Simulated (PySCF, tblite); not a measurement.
# C4H11BrSi2: geometry, infrared bands and NMR shifts

Wanted: the infrared bands and NMR shifts of C4H11BrSi2 (`C=CC[C@@H]([SiH3])[SiH2]Br`), by calculation.

The runs use tblite 0.8.0 and PySCF 2.14.0, with density-fitted response routines of our own; the level of theory stands in each step. All values are computed, except where a source is named. Atoms count from 0, in the outputs and in this text.

## Step 1: The starting structure

18 atoms, charge 0, multiplicity 1; geometry from: force field or distance geometry start.

Bonds of the start (Å): C0–C1 1.34, C1–C2 1.49, C2–C3 1.52, C3–Si4 1.87, C3–Si5 1.85, Si5–Br6 2.25, C0–H7 1.09, C0–H8 1.08, C1–H9 1.08, C2–H10 1.11, C2–H11 1.10, C3–H12 1.08, Si4–H13 1.46, Si4–H14 1.47, Si4–H15 1.47, Si5–H16 1.48, Si5–H17 1.47.

## Step 2: Geometry optimisation with GFN2-xTB

The job: settings as JSON, then the geometry in Å.

```
{"job": {"kind": "relax", "xc": "GFN2-xTB", "basis": "xTB"}, "charge": 0, "multiplicity": 1}
C      2.975800    -0.412100    -0.345200
C      1.795700     0.023000     0.108300
C      0.524100    -0.719800    -0.100700
C     -0.509100     0.103900    -0.859100
Si    -2.033700    -0.962300    -1.030500
Si    -0.934200     1.676100     0.008900
Br    -3.167100     1.919400     0.103600
H      3.071500    -1.329200    -0.917900
H      3.863100     0.167100    -0.146500
H      1.732300     0.935800     0.690700
H      0.077700    -0.905700     0.898900
H      0.677200    -1.716600    -0.550800
H     -0.125500     0.353000    -1.833100
H     -1.840200    -2.198500    -0.268600
H     -2.242400    -1.190800    -2.464400
H     -3.135500    -0.234000    -0.388600
H     -0.337400     1.718300     1.362600
H     -0.401100     2.778700    -0.808600
```

Command:

```console
$ OMP_NUM_THREADS=1 python probes_run.py task.json out
```

One launch serves the whole session: the jobs run in the order shown.

**Question.** This job is followed by: GFN2-xTB harmonic vibrations, gas phase; GIAO PBE0/pcSseg-1 NMR shielding, non-relativistic, gas phase. Predict these results of the whole session: strongest single infrared mode (GFN2-xTB); zero-point energy (GFN2-xTB); 13C shifts against TMS (PBE0/pcSseg-1); 1H shifts against TMS (PBE0/pcSseg-1, means over atoms taken as alike); 29Si shifts against TMS (PBE0/pcSseg-1); 79Br shifts against HBr (PBE0/pcSseg-1).

**Answer**, as computed:

| quantity | value |
| --- | --- |
| strongest single infrared mode (GFN2-xTB) | 739 cm⁻¹, 457 km/mol |
| zero-point energy (GFN2-xTB) | 81.0 kcal/mol |
| 13C shifts against TMS (PBE0/pcSseg-1) | 148.9, 123.2, 36.7, 18.2 ppm |
| 1H shifts against TMS (PBE0/pcSseg-1, means over atoms taken as alike) | 6.29, 5.69, 5.51, 5.40, 5.20, 4.04, 2.44, 2.13, 0.77 ppm |
| 29Si shifts against TMS (PBE0/pcSseg-1) | -11.7, -64.5 ppm |
| 79Br shifts against HBr (PBE0/pcSseg-1) | -144 ppm |

In words: Over 144 steps the energy fell by 0.952 eV; of the close pairs, C3–Si4 changed most, 1.868 to 1.919 Å. No mode is imaginary among the 48: a minimum at this level. The strongest single mode, at 739 cm⁻¹, is spread over several atoms, H17, H16, Si5 among them. GFN2-xTB is a fitted tight-binding method: band positions and strengths are rough. Its intensities can rank the bands wrongly. The most deshielded carbon is C1 (alkene CH), at 148.9 ppm: the olefinic region. H9 (hydrogen on an alkene CH) lies farthest downfield among hydrogen, at 6.29 ppm; olefinic region. At PBE0/pcSseg-1: The widest tensor belongs to C1: span 249 ppm, with a paramagnetic part of -220 ppm. Spin-orbit coupling is left out, which matters for shieldings and couplings at and beside the heavy atoms.
